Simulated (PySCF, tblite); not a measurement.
# C₇H₁₄Si: infrared bands and NMR shifts

Wanted: the infrared bands and NMR shifts of C₇H₁₄Si (`CC(C)[SiH]1CC=CC1`), by calculation.

The runs use tblite 0.8.0 and PySCF 2.14.0, with density-fitted response routines of our own; the level of theory stands in each step. All values are computed, except where a source is named. Atoms count from 0, in the outputs and in this text.

### Step 1. The starting structure

22 atoms, charge 0, multiplicity 1; geometry from: GFN2-xTB.

Bonds of the start (Å): C0–C1 1.53, C1–C2 1.53, C1–Si3 1.91, Si3–C4 1.91, C4–C5 1.50, C5–C6 1.32, C6–C7 1.50, C7–Si3 1.91, C0–H8 1.09, C0–H9 1.09, C0–H10 1.09, C1–H11 1.10, C2–H12 1.09, C2–H13 1.09, C2–H14 1.09, Si3–H15 1.47, C4–H16 1.09, C4–H17 1.09, C5–H18 1.08, C6–H19 1.08, C7–H20 1.09, C7–H21 1.09.

### Step 2. Vibrational analysis with GFN2-xTB

The job: settings as JSON, then the geometry in Å.

```
{"job": {"kind": "ir", "xc": "GFN2-xTB", "basis": "xTB"}, "charge": 0, "multiplicity": 1}
C     -2.019962    -1.401906    -0.740258
C     -1.379827    -0.291189     0.087557
C     -2.345902     0.882329     0.222701
Si     0.274022     0.270186    -0.683426
C      1.275207     1.479613     0.401512
C      2.597648     0.795817     0.573599
C      2.770789    -0.410901     0.065027
C      1.639360    -1.063181    -0.670093
H     -2.234455    -1.048576    -1.746247
H     -2.955504    -1.730687    -0.288919
H     -1.356875    -2.260077    -0.817062
H     -1.193889    -0.688543     1.091957
H     -1.918889     1.668703     0.840208
H     -2.570779     1.302930    -0.754870
H     -3.281955     0.560840     0.677761
H      0.048072     0.809935    -2.035893
H      0.827836     1.667775     1.379234
H      1.421217     2.456659    -0.059404
H      3.376427     1.312250     1.116896
H      3.701623    -0.952477     0.159708
H      1.349489    -1.983667    -0.159753
H      1.965936    -1.356449    -1.667949
```

**Question.** This job is followed by: GIAO PBE0/pcSseg-1 NMR shielding, non-relativistic, gas phase. What will the session give for the following? strongest single infrared mode (GFN2-xTB); zero-point energy (GFN2-xTB); 13C shifts against TMS (PBE0/pcSseg-1, means over atoms taken as alike); 1H shifts against TMS (PBE0/pcSseg-1, means over atoms taken as alike); 29Si shifts against TMS (PBE0/pcSseg-1).

The runs gave:

```
                                                               quantity                                   value
                              strongest single infrared mode (GFN2-xTB)                   2185 cm⁻¹, 346 km/mol
                                           zero-point energy (GFN2-xTB)                          118.1 kcal/mol
13C shifts against TMS (PBE0/pcSseg-1, means over atoms taken as alike)             138.3, 21.0, 18.7, 18.4 ppm
 1H shifts against TMS (PBE0/pcSseg-1, means over atoms taken as alike)  6.09, 4.28, 1.70, 1.51, 1.14, 0.90 ppm
                                29Si shifts against TMS (PBE0/pcSseg-1)                                 5.1 ppm
```

**Reading.** All 60 modes are real, so the xTB geometry is a minimum. The strongest single mode, at 2185 cm⁻¹, moves mainly H15. Unscaled tight-binding wavenumbers are off by several per cent, some by more. Its intensities can rank the bands wrongly. C5, C6 (mean) (alkene CH) lies farthest downfield among carbon, at 138.3 ppm; an sp2 carbon of a C=C bond. H18, H19 (mean) (hydrogen on an alkene CH) lies farthest downfield among hydrogen, at 6.09 ppm; attached to an sp2 carbon and in the plane of the double bond. At PBE0/pcSseg-1: The largest span, 201 ppm, is at C5, C6, where the paramagnetic term is -206 ppm.
